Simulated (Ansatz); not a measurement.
# AsH9Si2: the cost of one run

All numbers below are computed with Ansatz 0.2.0 (RKS PBE/def2-SVP).

**1. The starting structure**

Bond lengths: Si1–H3 1.481 Å, Si1–H4 1.480 Å, Si1–Si5 2.331 Å, Si1–As7 2.683 Å, Si5–H8 1.466 Å, Si5–H9 1.463 Å, Si5–H10 1.465 Å, As7–H11 1.498 Å, As7–H12 1.544 Å. Angles (14 of 15 angles, heavy atoms first): Si5–Si1–As7 115.1°, H3–Si1–Si5 105.6°, H3–Si1–As7 103.8°, H4–Si1–Si5 118.4°, H4–Si1–As7 110.3°, Si1–Si5–H8 113.2°, Si1–Si5–H9 113.1°, Si1–Si5–H10 109.2°, Si1–As7–H11 87.4°, Si1–As7–H12 110.2°, H3–Si1–H4 101.3°, H8–Si5–H9 107.0°, H8–Si5–H10 106.9°, H9–Si5–H10 107.1°.

Structure file:

```xyz
12

Si   -0.7450   -0.5863    0.4150
H     1.0084   -0.3912    1.0691
H    -1.9148   -1.0935   -0.3384
H    -0.9900   -1.1661    1.7550
Si   -0.8062    1.7325    0.1817
H     1.8759   -0.7897    0.8728
As    1.3441   -1.7947   -0.7564
H     0.1807    2.4226    1.0177
H    -2.1136    2.3071    0.4992
H    -0.5064    2.0840   -1.2090
H     1.7077   -0.4602   -1.3308
H     0.9594   -2.2646   -2.1760
```

**2. Pulling towards end A**

Springs on the bonds that form and break draw the guess towards this end; the thresholds are loose.

input.yaml reads:

```yaml
crystal:
  periodic: [false, false, false]
  atoms:
    - { symbol: Si, position_ang: [-0.745, -0.5863, 0.415] }
    - { symbol: H, position_ang: [1.0084, -0.3912, 1.0691] }
    - { symbol: H, position_ang: [-1.9148, -1.0935, -0.3384] }
    - { symbol: H, position_ang: [-0.99, -1.1661, 1.755] }
    - { symbol: Si, position_ang: [-0.8062, 1.7325, 0.1817] }
    - { symbol: H, position_ang: [1.8759, -0.7897, 0.8728] }
    - { symbol: As, position_ang: [1.3441, -1.7947, -0.7564] }
    - { symbol: H, position_ang: [0.1807, 2.4226, 1.0177] }
    - { symbol: H, position_ang: [-2.1136, 2.3071, 0.4992] }
    - { symbol: H, position_ang: [-0.5064, 2.084, -1.209] }
    - { symbol: H, position_ang: [1.7077, -0.4602, -1.3308] }
    - { symbol: H, position_ang: [0.9594, -2.2646, -2.176] }
basis:
  gaussian: { orbitals: def2-SVP }
hamiltonian:
  xc: pbe
relax:
  f_tol: 0.15
  max_steps: 25
  restrain:
    - { distance: [0, 6], at: 3.6, k: 30.0 }
    - { distance: [5, 1], at: 1.92, k: 30.0 }
    - { distance: [0, 1], at: 1.42, k: 30.0 }
    - { distance: [5, 6], at: 1.5, k: 30.0 }
```

Started as:

```
ansatz run input.yaml --threads 2 --pin off --max-ram 3072MiB --backend cpu --events-out ev --progress --plain --runs-dir out
```

Q: Estimate wall time and peak memory on 2 threads of Intel Xeon 6975P-C (Granite Rapids), shared host.

About 16 s, with a peak of 0.17 GiB.
